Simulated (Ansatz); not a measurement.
# CH2B2ClF: how energies converge with the basis set

An exercise on one series of results from a longer session: the logs are not shown, and one member is left open.

The runs use Ansatz 0.2.0, Gaussian basis; one geometry, several basis sets.

The runs, in order: PBE0-D4/def2-SVP; ωB97M-V/def2-SVP; PBE0-D4/def2-QZVPP; ωB97M-V/def2-QZVPP; the functionals' def2-TZVPP values are taken from earlier runs.

## The geometry

All runs share one geometry, relaxed beforehand with PBE0-D4 in a triple-zeta def2 set.

SMILES `FB1CB1Cl`, 7 atoms, charge 0, spin multiplicity 1.

Atoms are counted from 1 here; the program's logs count them from 0.

Bond lengths: F1–B2 1.304 Å, B2–C3 1.632 Å, B2–B4 1.554 Å, C3–B4 1.499 Å, C3–H6 1.088 Å, C3–H7 1.107 Å, B4–Cl5 1.730 Å. Angles: F1–B2–C3 130.8°, F1–B2–B4 171.0°, C3–B2–B4 56.1°, B2–C3–B4 59.3°, B2–C3–H6 153.2°, B2–C3–H7 77.6°, B4–C3–H6 127.9°, B4–C3–H7 121.7°, H6–C3–H7 108.6°, B2–B4–C3 64.6°, B2–B4–Cl5 151.3°, C3–B4–Cl5 132.3°.

The first run:

The input, in.yaml:

```yaml
crystal:
  periodic: [false, false, false]
  atoms:
    - {symbol: F, position_ang: [-0.570929, -2.136388, 0.434292]}
    - {symbol: B, position_ang: [-0.478789, -0.918640, -0.022168]}
    - {symbol: C, position_ang: [0.553996, 0.286979, 0.354824]}
    - {symbol: B, position_ang: [-0.406615, 0.432407, -0.786587]}
    - {symbol: Cl, position_ang: [-1.163158, 1.813391, -1.503557]}
    - {symbol: H, position_ang: [0.939125, 1.068082, 1.007162]}
    - {symbol: H, position_ang: [1.187669, -0.613831, 0.470334]}
basis:
  gaussian: {orbitals: def2-SVP}
hamiltonian: {xc: pbe0, dispersion: d4}
output: {orbitals: {seedname: orbitals}}
```

The run is started by

```bash
$ ansatz run in.yaml --threads 2 --pin off --events-out ev --progress --plain --max-ram 4352MiB
```

Steps of the session up to this table: PBE0-D4 in def2-SVP; ωB97M-V in def2-SVP; PBE0-D4 in def2-QZVPP; ωB97M-V in def2-QZVPP.

One table of the session follows, with a row left open; its other results are not shown here.

```
functional       basis  HOMO (eV)
   PBE0-D4    def2-SVP      -7.28
   PBE0-D4  def2-TZVPP      -7.40
   PBE0-D4  def2-QZVPP      -7.43
   ωB97M-V    def2-SVP          ?
   ωB97M-V  def2-TZVPP      -9.59
   ωB97M-V  def2-QZVPP      -9.62
```

Q: Estimate the row for ωB97M-V, def2-SVP from the others.

The run gave: HOMO (eV): -9.43. In the column «HOMO (eV)» it lies between ωB97M-V, def2-TZVPP (-9.59) and PBE0-D4, def2-QZVPP (-7.43).
